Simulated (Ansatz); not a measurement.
# BFH3O3− (SMILES [F-].OB(O)O): molecular dynamics

The task is to watch the atoms for 80 steps of 1.0 fs, started with velocities for 500 K and run at constant energy.

Computed with Ansatz 0.2.0, Gaussian basis. Level: PBE0-D4/def2-SVPD.

## Step 1: Where the work starts

The start, a pair relaxed at PBE0-D4: 8 atoms, charge -1, spin multiplicity 1.

Atoms are counted from 1 here; the program's logs count them from 0.

Bond lengths: O2–B3 1.360 Å, O2–H6 1.008 Å, B3–O4 1.398 Å, B3–O5 1.363 Å, O4–H7 0.959 Å, O5–H8 1.028 Å. Angles: B3–O2–H6 103.8°, O2–B3–O4 118.5°, O2–B3–O5 122.5°, O4–B3–O5 119.0°, B3–O4–H7 107.0°, B3–O5–H8 104.1°.

Coordinates:

```xyz
8
charge -1, multiplicity 1
F     1.50018   -0.94541   -1.47013
O     0.64395   -0.71780    0.90019
B    -0.29602    0.15460    0.44685
O    -1.18995    0.70889    1.36735
O    -0.39633    0.50543   -0.86658
H     1.15558   -0.97336    0.07065
H    -1.77239    1.29215    0.87690
H     0.35499   -0.02459   -1.32532
```

## Step 2: The run

md/in.yaml

```yaml
crystal:
  periodic: [false, false, false]
  atoms:
    - {symbol: F, position_ang: [1.500176, -0.945413, -1.470130]}
    - {symbol: O, position_ang: [0.643953, -0.717797, 0.900190]}
    - {symbol: B, position_ang: [-0.296023, 0.154598, 0.446852]}
    - {symbol: O, position_ang: [-1.189949, 0.708888, 1.367345]}
    - {symbol: O, position_ang: [-0.396330, 0.505426, -0.866582]}
    - {symbol: H, position_ang: [1.155576, -0.973358, 0.070646]}
    - {symbol: H, position_ang: [-1.772391, 1.292145, 0.876901]}
    - {symbol: H, position_ang: [0.354987, -0.024590, -1.325323]}
basis:
  gaussian: {orbitals: def2-SVPD}
total_charge: -1
hamiltonian: {xc: pbe0, dispersion: d4}
md: {n_steps: 80, timestep: 1.0, temperature: 500, ensemble: nve, seed: 836, initial_velocities: maxwell_boltzmann}
```

Started as:

```console
ansatz run in.yaml --threads 4 --pin off --events-out ev --progress --plain --max-ram 9574MiB
```

**Question.** What will these runs give? Wanted: temperature at the start; mean temperature, second half; lowest and highest potential energy, from the first frame; largest change of potential + kinetic.

**Answer**, as computed:

| quantity | value |
| --- | --- |
| length | 80 steps, 80.0 fs |
| temperature at the start | 500 K |
| mean temperature, second half | 244 K |
| lowest and highest potential energy, from the first frame | 0 and 326 meV |
| largest change of potential + kinetic | 21.0 meV |

What this shows: With no thermostat the total energy should stay fixed; it holds within 21.0 meV, or 11 % of the mean kinetic energy of 193 meV, more than a sound time step leaves. With 8 atoms the instant temperature spans 100 to 500 K. The bonding pattern stays as it was.
